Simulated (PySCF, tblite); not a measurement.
**C2H10Ge2N2: geometry, infrared bands and NMR shifts**

Wanted: the infrared bands and NMR shifts of C2H10Ge2N2 (`C/N=[CH]/[GeH2][NH][GeH3]`), by calculation.

The runs use tblite 0.8.0 and PySCF 2.14.0, with density-fitted response routines of our own; the level of theory stands in each step. All values are computed, except where a source is named. Atoms are numbered from 0 throughout.

## (1) The starting structure

16 atoms, charge 0, multiplicity 1; geometry from: force field or distance geometry start.

Bonds of the start (Å): C0–N1 1.44, N1–C2 1.27, C2–Ge3 1.93, Ge3–N4 1.87, N4–Ge5 1.86, C0–H6 1.10, C0–H7 1.12, C0–H8 1.13, C2–H9 1.08, Ge3–H10 1.55, Ge3–H11 1.58, N4–H12 1.05, Ge5–H13 1.53, Ge5–H14 1.57, Ge5–H15 1.52.

## (2) Geometry optimisation with GFN2-xTB

Job settings and geometry (Å):

```
{"job": {"kind": "relax", "xc": "GFN2-xTB", "basis": "xTB"}, "charge": 0, "multiplicity": 1}
C      3.463500    -0.042000     0.379100
N      2.135400    -0.595400     0.337200
C      1.093700     0.044200    -0.010100
Ge    -0.587400    -0.910400     0.012800
N     -1.791300    -0.055300     1.162600
Ge    -2.987600     0.919200     0.115500
H      3.721900     0.380500    -0.606000
H      3.507200     0.707700     1.203600
H      4.140900    -0.922900     0.574000
H      1.149000     1.081400    -0.313100
H     -1.150600    -1.039700    -1.420500
H     -0.405400    -2.358900     0.619000
H     -2.295500    -0.781300     1.736500
H     -4.307700     1.025600     0.889800
H     -2.384400     2.327800    -0.221000
H     -3.309300     0.228600    -1.203400
```

Run with:

```console
OMP_NUM_THREADS=1 python probes_run.py task.json out
```

One launch serves the whole session: the jobs run in the order shown.

What it wrote:

```text
step      E/eV     max force
  0    -517.49389    1.445
  1    -517.61410    1.349
  2    -517.69741    1.466
  3    -517.73538    0.579
  4    -517.76020    0.404
  5    -517.77812    0.425
  6    -517.78535    0.218
  7    -517.79244    0.249
  8    -517.80078    0.329
  9    -517.81343    0.377
 10    -517.82248    0.228
 11    -517.82795    0.207
 12    -517.83383    0.230
 13    -517.83941    0.223
 14    -517.84512    0.235
 15    -517.85109    0.227
 16    -517.85714    0.182
 17    -517.86294    0.152
 18    -517.86830    0.176
 19    -517.87389    0.230
 20    -517.88024    0.276
 21    -517.85439    1.341
 22    -517.88802    0.196
 23    -517.89111    0.163
 24    -517.89784    0.304
 25    -517.90066    0.202
 26    -517.90745    0.148
 27    -517.91049    0.116
 28    -517.91246    0.112
 29    -517.91445    0.121
 30    -517.91745    0.142
 31    -517.92009    0.133
 32    -517.92222    0.145
 33    -517.92385    0.128
 34    -517.92531    0.091
 35    -517.92679    0.100
 36    -517.92829    0.093
 37    -517.92989    0.109
 38    -517.93247    0.131
 39    -517.93669    0.196
 40    -517.94317    0.236
 41    -517.95095    0.237
 42    -517.95853    0.231
 43    -517.96519    0.174
 44    -517.97170    0.208
 45    -517.97769    0.268
 46    -517.97008    0.622
 47    -517.98569    0.200
 48    -517.98897    0.219
 49    -517.99709    0.206
 50    -518.00228    0.211
 51    -518.00842    0.186
 52    -518.01119    0.128
 53    -518.01308    0.086
 54    -518.01450    0.096
 55    -518.01578    0.109
 56    -518.01665    0.113
 57    -518.01727    0.091
 58    -518.01775    0.062
 59    -518.01820    0.063
 60    -518.01869    0.050
 61    -518.01921    0.058
 62    -518.01962    0.058
 63    -518.01993    0.035
 64    -518.02012    0.040
 65    -518.02033    0.045
 66    -518.02063    0.049
 67    -518.02101    0.053
 68    -518.02136    0.050
 69    -518.02163    0.052
 70    -518.02190    0.047
 71    -518.02224    0.052
 72    -518.02257    0.044
 73    -518.02279    0.029
 74    -518.02289    0.024
 75    -518.02296    0.021
 76    -518.02306    0.030
 77    -518.02316    0.029
 78    -518.02325    0.020
 79    -518.02332    0.019
 80    -518.02340    0.026
 81    -518.02351    0.028
 82    -518.02362    0.028
 83    -518.02372    0.025
 84    -518.02382    0.032
 85    -518.02391    0.033
 86    -518.02400    0.026
 87    -518.02408    0.024
 88    -518.02418    0.031
 89    -518.02433    0.049
 90    -518.02458    0.071
 91    -518.02493    0.074
 92    -518.02525    0.047
 93    -518.02549    0.043
 94    -518.02570    0.036
 95    -518.02595    0.049
 96    -518.02626    0.052
 97    -518.02653    0.037
 98    -518.02670    0.032
 99    -518.02683    0.030
100    -518.02699    0.033
101    -518.02721    0.038
102    -518.02746    0.032
103    -518.02766    0.030
104    -518.02779    0.031
105    -518.02789    0.026
106    -518.02802    0.028
107    -518.02821    0.043
108    -518.02843    0.048
109    -518.02862    0.037
110    -518.02874    0.021
111    -518.02880    0.016
112    -518.02886    0.019
113    -518.02896    0.026
114    -518.02916    0.038
115    -518.02950    0.050
116    -518.02996    0.056
117    -518.03038    0.044
118    -518.03059    0.034
119    -518.03067    0.017
120    -518.03071    0.012
121    -518.03074    0.015
122    -518.03077    0.016
123    -518.03081    0.016
124    -518.03084    0.014
125    -518.03086    0.011
126    -518.03088    0.008
```

It took 1.4 s on 1 thread of Arm Neoverse N1, shared host; peak memory 0.18 GiB.

Relaxation path: (not every step is listed)

```tsv
step	energy from step 0 (eV)	largest force (eV/Å)
0	0.0000	1.4447
1	-0.1202	1.3485
2	-0.2035	1.4656
3	-0.2415	0.5789
4	-0.2663	0.4039
5	-0.2842	0.4255
6	-0.2915	0.2185
7	-0.2986	0.2494
8	-0.3069	0.3293
19	-0.3800	0.2302
30	-0.4236	0.1419
41	-0.4571	0.2368
52	-0.5173	0.1279
63	-0.5260	0.0348
74	-0.5290	0.0241
85	-0.5300	0.0328
96	-0.5324	0.0521
107	-0.5343	0.0433
118	-0.5367	0.0343
121	-0.5369	0.0149
122	-0.5369	0.0157
123	-0.5369	0.0155
124	-0.5370	0.0142
125	-0.5370	0.0110
126	-0.5370	0.0084
```

Close pairs (by a distance rule), those that changed most:

```tsv
bond	before (Å)	after (Å)	change (Å)
Ge3–H11	1.581	1.497	-0.084
Ge5–H14	1.569	1.508	-0.061
N4–Ge5	1.865	1.814	-0.050
N4–H12	1.054	1.010	-0.044
Ge3–H10	1.545	1.504	-0.042
Ge3–N4	1.872	1.834	-0.038
Ge5–H13	1.534	1.497	-0.038
C0–H8	1.128	1.091	-0.037
```

The next job starts from the end point, and lists it.

## (3) Harmonic vibrations with GFN2-xTB

Job settings and geometry (Å):

```
{"job": {"kind": "ir", "xc": "GFN2-xTB", "basis": "xTB"}, "charge": 0, "multiplicity": 1}
C      3.168783     0.201894     0.510139
N      1.981371    -0.592992     0.488997
C      0.990359    -0.252359    -0.203874
Ge    -0.618867    -1.363513    -0.084388
N     -1.956465    -0.454221     0.779922
Ge    -2.738116     1.040659     0.111851
H      3.103154     1.107167    -0.109532
H      3.373257     0.479367     1.545109
H      3.997859    -0.418184     0.166801
H      0.994345     0.672296    -0.807228
H     -1.196688    -1.677810    -1.436427
H     -0.354342    -2.595912     0.723444
H     -1.845618    -0.440523     1.783990
H     -3.868135     1.381598     1.031850
H     -1.814002     2.228319     0.010459
H     -3.224492     0.693159    -1.255041
```

What it wrote:

```text
mode    cm-1     km/mol
  1      25.3      0.28
  2      39.7      3.61
  3      83.5      0.52
  4     116.5      1.84
  5     125.7      0.53
  6     170.8      2.23
  7     198.7     13.58
  8     251.7     14.36
  9     342.5      1.93
 10     404.8    104.71
 11     428.5     32.28
 12     485.9     23.84
 13     548.0    116.21
 14     578.4     77.25
 15     655.3    490.76
 16     677.1    200.48
 17     701.4     70.86
 18     726.6    220.01
 19     776.6     92.57
 20     786.1    129.04
 21     821.5    182.21
 22     846.5     20.67
 23     850.0    131.71
 24    1026.1     20.29
 25    1077.1      0.30
 26    1102.8    120.22
 27    1127.7      1.12
 28    1276.4     30.83
 29    1385.2      0.12
 30    1454.0      3.22
 31    1468.3     21.44
 32    1706.5      5.61
 33    1912.3    231.69
 34    1950.2    289.52
 35    2013.1    410.29
 36    2031.1    404.72
 37    2076.6    517.56
 38    2748.1    121.67
 39    2883.6     79.62
 40    2986.7     13.58
 41    3002.0     22.04
 42    3405.3      2.82
```

Run time: 0.9 s. Hardware: 1 thread of Arm Neoverse N1, shared host; peak memory 0.18 GiB.

The strongest bands and the atoms that carry them (share of the mass-weighted mode):

```tsv
cm⁻¹	km/mol	atoms
655	490.8	H11 29 %, N4 19 %, H10 12 %, H15 10 %
677	200.5	H10 47 %, N4 20 %
727	220.0	N4 36 %, H11 28 %
1912	231.7	H14 87 %
1950	289.5	H10 77 %, H11 21 %
2013	410.3	H13 67 %, H15 21 %, H14 10 %
2031	404.7	H11 76 %, H10 20 %
2077	517.6	H15 72 %, H13 24 %
```

## (4) Shielding tensors: PBE0/pcSseg-1

Settings changed since step 3:

```diff
@@ -1,2 +1,2 @@
-{"job": {"kind": "ir", "xc": "GFN2-xTB", "basis": "xTB"}, "charge": 0, "multiplicity": 1}
+{"job": {"kind": "nmr", "xc": "PBE0", "basis": "pcSseg-1"}, "charge": 0, "multiplicity": 1}
 C      3.168783     0.201894     0.510139
```

Level: GIAO PBE0/pcSseg-1 NMR shielding, non-relativistic, gas phase.

What it wrote:

```text
coarse grid: 60152 points
cycle   1  E = -4344.3720272812  dE = -8.327e-01  |g| = 1.264e+00  |ddm| = 3.771e+00
cycle   2  E = -4344.2541641637  dE =  1.179e-01  |g| = 1.404e+00  |ddm| = 1.375e+00
cycle   3  E = -4344.4786687587  dE = -2.245e-01  |g| = 2.833e-01  |ddm| = 1.007e+00
cycle   4  E = -4344.4947399507  dE = -1.607e-02  |g| = 9.344e-02  |ddm| = 2.522e-01
cycle   5  E = -4344.4961270108  dE = -1.387e-03  |g| = 2.108e-02  |ddm| = 6.803e-02
cycle   6  E = -4344.4962158215  dE = -8.881e-05  |g| = 7.662e-03  |ddm| = 1.880e-02
cycle   7  E = -4344.4962280704  dE = -1.225e-05  |g| = 9.886e-04  |ddm| = 6.697e-03
cycle   8  E = -4344.4962283029  dE = -2.325e-07  |g| = 3.294e-04  |ddm| = 1.206e-03
final grid: 124200 points
cycle   9  E = -4344.4961959724  dE = -2.310e-08  |g| = 3.894e-04  |ddm| = 1.374e-03
cycle  10  E = -4344.4961959499  dE =  2.253e-08  |g| = 5.107e-04  |ddm| = 7.519e-04
cycle  11  E = -4344.4961960049  dE = -5.509e-08  |g| = 6.102e-05  |ddm| = 4.309e-04
cycle  12  E = -4344.4961960058  dE = -8.095e-10  |g| = 9.202e-06  |ddm| = 4.606e-05
converged SCF energy = -4344.4961960058

GIAO shielding tensors (ppm)
atom      isotropic    diamagn.    paramagn.     s11        s22        s33       span
  0 C      129.926     247.705    -117.779     98.492    113.752    177.534     79.041
  1 N     -174.850     328.018    -502.868   -607.706   -183.728    266.885    874.591
  2 C        8.256     261.581    -253.325    -79.009     -3.843    107.621    186.630
  3 Ge    1413.713    2755.737   -1342.024   1338.567   1387.418   1515.153    176.586
  4 N      274.999     330.059     -55.060    256.910    265.101    302.986     46.076
  5 Ge    1466.891    2756.006   -1289.115   1337.965   1398.237   1664.471    326.506
  6 H       28.791      30.233      -1.442     26.993     27.638     31.742      4.750
  7 H       27.471      29.003      -1.532     25.219     26.439     30.756      5.537
  8 H       27.521      27.731      -0.210     24.965     26.365     31.233      6.268
  9 H       22.599      34.684     -12.085     19.974     22.273     25.550      5.576
 10 H       26.935      29.811      -2.875     20.425     22.879     37.502     17.078
 11 H       27.062      29.424      -2.362     20.401     22.167     38.618     18.217
 12 H       32.532      34.319      -1.786     21.626     30.028     45.943     24.316
 13 H       27.173      28.275      -1.101     20.052     22.293     39.175     19.123
 14 H       26.909      30.092      -3.183     19.282     22.982     38.464     19.182
 15 H       27.333      29.295      -1.962     20.613     23.295     38.090     17.477
```

It took 83 s on 1 thread of Arm Neoverse N1, shared host; peak memory 1 GiB.

Shifts follow as δ = σ(reference) − σ, with reference shieldings (ppm) from runs at the same level and on the same kind of geometry: ¹H TMS 31.72, ¹³C TMS 186.9, ¹⁵N NH3 267.7, ⁷³Ge GeMe4 1331. The references are single molecules in the gas phase, so shifts against H2O, NH3, PH3, H3PO4 or CFCl3 are not on the usual liquid scales and can be off by tens of ppm. Atoms listed in one row are averaged.

```tsv
atoms	environment	σ (ppm)	δ (ppm)
C2	C=N carbon	8.3	178.7
C0	methyl carbon bonded to N	129.9	57.0
H9	hydrogen on a C=N carbon	22.60	9.12
H10, H11	hydrogen on a germanium bonded to C, N	27.00	4.72
H13, H14, H15	hydrogen on a germanium bonded to N	27.14	4.58
H6, H7, H8	hydrogen on a methyl carbon bonded to N	27.93	3.79
H12	hydrogen on a nitrogen bonded to 2 Ge	32.53	-0.82
N1	imine nitrogen	-174.8	442.6
N4	nitrogen bonded to 2 Ge, H	275.0	-7.3
Ge3	germanium bonded to C, N, 2 H	1414	-83
Ge5	germanium bonded to N, 3 H	1467	-136
```

The run also stored atomic charges by several schemes (e):

```tsv
atoms	Mulliken	IAO	Hirshfeld	ESP fit
C0	-0.10	-0.31	-0.07	-0.11
N1	-0.40	-0.24	-0.14	-0.45
C2	-0.24	-0.24	-0.05	0.28
Ge3	0.72	0.77	0.37	0.21
N4	-0.93	-0.87	-0.34	-0.64
Ge5	0.44	0.62	0.34	0.36
```

Mayer bond orders: C0–N1 0.99, N1–C2 1.85, C2–Ge3 0.80, Ge3–N4 0.88, N4–Ge5 0.90.

The fields below are evaluated on a grid from the run's orbitals.

Frontier orbitals at PBE0/pcSseg-1, with the share of their density that lies nearest to each atom:

```tsv
orbital	energy (eV)	lies on
HOMO	-6.62	N1, N4 about 28 % each; C2 11 %; H9 8 %
LUMO	-0.65	N1 31 %; C2 29 %; H9 7 %
```

ELF in a plane through or near 6 of the atoms.

Ten even steps from ' ' (0.00) to '@' (1.00):
```
                                                        
                                                        
                                                        
                                ..--==..                
                              ==@@@@@@%%::              
            ::####::          %%@@@@@@@@==              
          ..##@@@@**          ##@@@@@@%%==....          
          ..##@@@@##  ..==..    **%%--::::----::        
        --==++%%%%--  ++**--    ..::--++**::--..        
      **@@@@@@::******====++::..::--..::..--::          
      %%@@@@@@++##**%%--::%%++::==++==--::::..          
      ==@@@@##..++**##++##**..::::++++--..              
        ..::    ++##==..--..**##..------..              
                ::--    ..::::::....                    
                        --##**--::..                    
                      ..++%%%%++..                      
                        ::****::                        
                                                        
                                                        
                                                        
```
The map spans 13.2 Å across and 10.4 Å up, centred on the molecule. Atoms in the plane (x, y in Å): C2 (-1.0, -0.2), Ge3 (0.5, -1.4), Ge5 (2.8, 0.8), H6 (-3.0, 1.3), H8 (-4.0, -0.1), H14 (2.0, 2.1).

On the surface of density 0.002 e/bohr³ the electrostatic potential runs, from the 1st to the 99th percentile, from -1.42 V near N1 to 1.37 V near H12.

## (5) What came out

| quantity | value |
| --- | --- |
| strongest single infrared mode (GFN2-xTB) | 2077 cm⁻¹, 518 km/mol |
| zero-point energy (GFN2-xTB) | 67.6 kcal/mol |
| ¹³C shifts against TMS (PBE0/pcSseg-1) | 178.7, 57.0 ppm |
| ¹H shifts against TMS (PBE0/pcSseg-1, means over atoms taken as alike) | 9.12, 4.72, 4.58, 3.79, -0.82 ppm |
| ¹⁵N shifts against NH3 (PBE0/pcSseg-1) | 442.6, -7.3 ppm |
| ⁷³Ge shifts against GeMe4 (PBE0/pcSseg-1) | -83, -136 ppm |
| surface potential, 1st and 99th percentile | -1.42 V and 1.37 V |

In words: The optimisation took 126 steps and gained 0.537 eV; among the close pairs (by a distance rule), Ge3–H11 changed most, from 1.581 to 1.497 Å. No mode is imaginary among the 42: a minimum at this level. The strongest single mode, at 2077 cm⁻¹, moves mainly H15. GFN2-xTB is a fitted tight-binding method: band positions and strengths are rough. Its intensities can rank the bands wrongly. At PBE0/pcSseg-1: The widest tensor belongs to N1: span 875 ppm, with a paramagnetic part of -503 ppm. At PBE0/pcSseg-1, counted by nearest atom on the grid, the HOMO lies on N1, N4 about 28 % each; C2 11 %, the LUMO on N1 31 %; C2 29 %. Spin-orbit coupling is left out, which matters for shieldings and couplings at and beside the heavy atoms.
